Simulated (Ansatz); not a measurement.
# BeGaH (singlet): the correlation ladder at distance Ga1–Be2 = 2.294 Å, cc-pVTZ

One table from this session's results is given with a row withheld; the runs are named, their logs left out.

The runs use Ansatz 0.2.0, Gaussian basis; cc-pVTZ, core rule «outside noble gas», up to 15 orbitals frozen.

Plan: UHF; CCSD(T) on RHF; CCSD(T) on UHF; BCCD(T) on RHF; CCSDT(Q) on RHF; CCSDT(Q) on UHF; CASSCF and NEVPT2, 6 electrons in 9 orbitals.

15 further runs of the same task are left out: 3 for a known fault of the program, 10 that didn't finish, 2 set aside as unsound or not needed.

### What is computed

The geometry derives from a PBE0/def2-TZVP stationary point (not a proven minimum). One bond is set to the value named and the two fragments are kept rigid. No spin-orbit coupling is included. The filled d shell of Ga may be among the frozen orbitals whatever the setting's name suggests; the logs give the count.

3 atoms, charge 0, spin multiplicity 1.

Atoms are counted from 1 here; the program's logs count them from 0.

Bond lengths: Be2–H3 1.528 Å.

The first run:

in.yaml

```yaml
crystal:
  periodic: [false, false, false]
  atoms:
    - {symbol: Ga, position_ang: [0.000000, 0.007510, 0.278920]}
    - {symbol: Be, position_ang: [0.000000, -0.191322, -2.006345]}
    - {symbol: H, position_ang: [0.000000, 1.191158, -1.354810]}
basis:
  gaussian: {orbitals: cc-pVTZ}
magnetization: {spin_polarized: true, initial_magnetization: 0}
hamiltonian: {xc: hf}
output: {orbitals: {seedname: orbitals}}
```

Run with:

```bash
$ ansatz run in.yaml --threads 1 --pin off --events-out ev --progress --plain --max-ram 2393MiB
```

Steps of the session up to this table: UHF; CCSD(T) on RHF; CCSD(T) on UHF; BCCD(T) on RHF; CCSDT(Q) on RHF; CCSDT(Q) on UHF; CASSCF and NEVPT2, 6 electrons in 9 orbitals.

One table of the session follows, with a row left open; its other results are not shown here.

It belongs to the step «Misses and costs». 

| method | from RCCSDT(Q) (meV) |
| --- | --- |
| RHF | +3973.0 |
| UHF | +3456.4 |
| RMP2 | +1016.5 |
| UMP2 | +1165.9 |
| RCCSD | +231.8 |
| UCCSD | +278.1 |
| RCCSD(T) | ? |
| UCCSD(T) | +101.2 |
| BCCD(T) | +48.4 |
| RCCSDT | +14.9 |
| UCCSDT | +24.2 |
| RCCSDT(Q) | 0 |
| UCCSDT(Q) | +2.8 |
| CASSCF valence | +1572.2 |
| NEVPT2 valence | +413.3 |

Estimate the missing values for RCCSD(T).

**Answer.** from RCCSDT(Q) (meV): +48.1. In the column «from RCCSDT(Q) (meV)» it lies between UCCSDT (+24.2) and BCCD(T) (+48.4).

To keep in mind: The determinant is far from a pure spin state, so its energy mixes those of several spin states (harmless only where they are near-degenerate, as at dissociation). Restricted and unrestricted rows rest on different reference determinants; where their highest levels disagree by more than a few hundredths of an eV, they describe different states and don't form one ladder.
